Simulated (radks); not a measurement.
# Fractional charge and spin in the 6p shell of bismuth

Aim: the energy as the spin-up occupation of 6p runs from 0 to 1 and the spin-down one from 0 to 1, against the two flat planes that join the four corners. Added charge counts from the emptiest corner (up 0, down 0).

Method: scalar-relativistic Kohn-Sham, PBE, spin-polarised, spherical densities, finite nucleus. Code: radks (a radial shooting solver on a logarithmic mesh, Libxc functionals) version 1.

### Step 1. The atom as given

- element: bismuth (Z = 83)
- configuration: [Hg] 6p(up 1, down 1)
- nuclear rms radius: 5.5211 fm

A shell typed twice in an input gives spin up, then spin down.

### Step 2. 6p: up 1, down 1

Settings of this run:

```text
Z 83
configuration [Hg] 6p1 6p1
relativity scalar-relativistic
functional pbe,pbe
spin polarised
nucleus finite rms 5.5211 fm
c 137.035999084
```

### Step 3. 6p: up 1, down 0.75

Changes since step 2:

```diff
@@ -1,3 +1,3 @@
 Z 83
-configuration [Hg] 6p1 6p1
+configuration [Hg] 6p1 6p0.75
 relativity scalar-relativistic
```

### Step 4. 6p: up 1, down 0.5

Changes since step 3:

```diff
@@ -1,3 +1,3 @@
 Z 83
-configuration [Hg] 6p1 6p0.75
+configuration [Hg] 6p1 6p0.5
 relativity scalar-relativistic
```

### Step 5. 6p: up 1, down 0.25

Changes since step 4:

```diff
@@ -1,3 +1,3 @@
 Z 83
-configuration [Hg] 6p1 6p0.5
+configuration [Hg] 6p1 6p0.25
 relativity scalar-relativistic
```

### Step 6. 6p: up 1, down 0

Changes since step 5:

```diff
@@ -1,3 +1,3 @@
 Z 83
-configuration [Hg] 6p1 6p0.25
+configuration [Hg] 6p1 6p0
 relativity scalar-relativistic
```

### Step 7. 6p: up 0.75, down 0.75

Changes since step 6:

```diff
@@ -1,3 +1,3 @@
 Z 83
-configuration [Hg] 6p1 6p0
+configuration [Hg] 6p0.75 6p0.75
 relativity scalar-relativistic
```

### Step 8. 6p: up 0.75, down 0.5

Settings of this run:

```text
Z 83
configuration [Hg] 6p0.75 6p0.5
relativity scalar-relativistic
functional pbe,pbe
spin polarised
nucleus finite rms 5.5211 fm
c 137.035999084
```

### Step 9. 6p: up 0.75, down 0.25

Settings of this run:

```text
Z 83
configuration [Hg] 6p0.75 6p0.25
relativity scalar-relativistic
functional pbe,pbe
spin polarised
nucleus finite rms 5.5211 fm
c 137.035999084
```

### Step 10. 6p: up 0.75, down 0

Settings of this run:

```text
Z 83
configuration [Hg] 6p0.75 6p0
relativity scalar-relativistic
functional pbe,pbe
spin polarised
nucleus finite rms 5.5211 fm
c 137.035999084
```

### Step 11. 6p: up 0.5, down 0.5

Settings of this run:

```text
Z 83
configuration [Hg] 6p0.5 6p0.5
relativity scalar-relativistic
functional pbe,pbe
spin polarised
nucleus finite rms 5.5211 fm
c 137.035999084
```

### Step 12. 6p: up 0.5, down 0.25

Settings of this run:

```text
Z 83
configuration [Hg] 6p0.5 6p0.25
relativity scalar-relativistic
functional pbe,pbe
spin polarised
nucleus finite rms 5.5211 fm
c 137.035999084
```

### Step 13. 6p: up 0.5, down 0

Settings of this run:

```text
Z 83
configuration [Hg] 6p0.5 6p0
relativity scalar-relativistic
functional pbe,pbe
spin polarised
nucleus finite rms 5.5211 fm
c 137.035999084
```

### Step 14. 6p: up 0.25, down 0.25

Changes since step 13:

```diff
@@ -1,3 +1,3 @@
 Z 83
-configuration [Hg] 6p0.5 6p0
+configuration [Hg] 6p0.25 6p0.25
 relativity scalar-relativistic
```

### Step 15. 6p: up 0.25, down 0

Settings of this run:

```text
Z 83
configuration [Hg] 6p0.25 6p0
relativity scalar-relativistic
functional pbe,pbe
spin polarised
nucleus finite rms 5.5211 fm
c 137.035999084
```

### Step 16. 6p: up 0, down 0

Changes since step 15:

```diff
@@ -1,3 +1,3 @@
 Z 83
-configuration [Hg] 6p0.25 6p0
+configuration [Hg] 6p0 6p0
 relativity scalar-relativistic
```

**Question.** What will these runs give? Wanted: for each run, down \ up; 0; 0.25; 0.5; 0.75; 1.

As calculated:

```
down \ up       0    0.25     0.5    0.75       1
        0   0.000  -0.755  -1.003  -0.749   0.000
     0.25  -0.755  -0.945  -0.638   0.161  -0.688
      0.5  -1.003  -0.638   0.214  -0.585  -0.912
     0.75  -0.749   0.161  -0.585  -0.863  -0.680
        1   0.000  -0.688  -0.912  -0.680   0.000
```

In words: The table gives the energy in eV minus the planes, whose edge runs along up + down = one added electron; mirror points follow by spin symmetry. With half an added electron in each spin it lies 0.21 eV above the planes. With half an electron added in spin up alone it lies 1.00 eV below them. The planes are only a guide here: the condition holds for ground states with one frontier orbital, and this shell is degenerate.
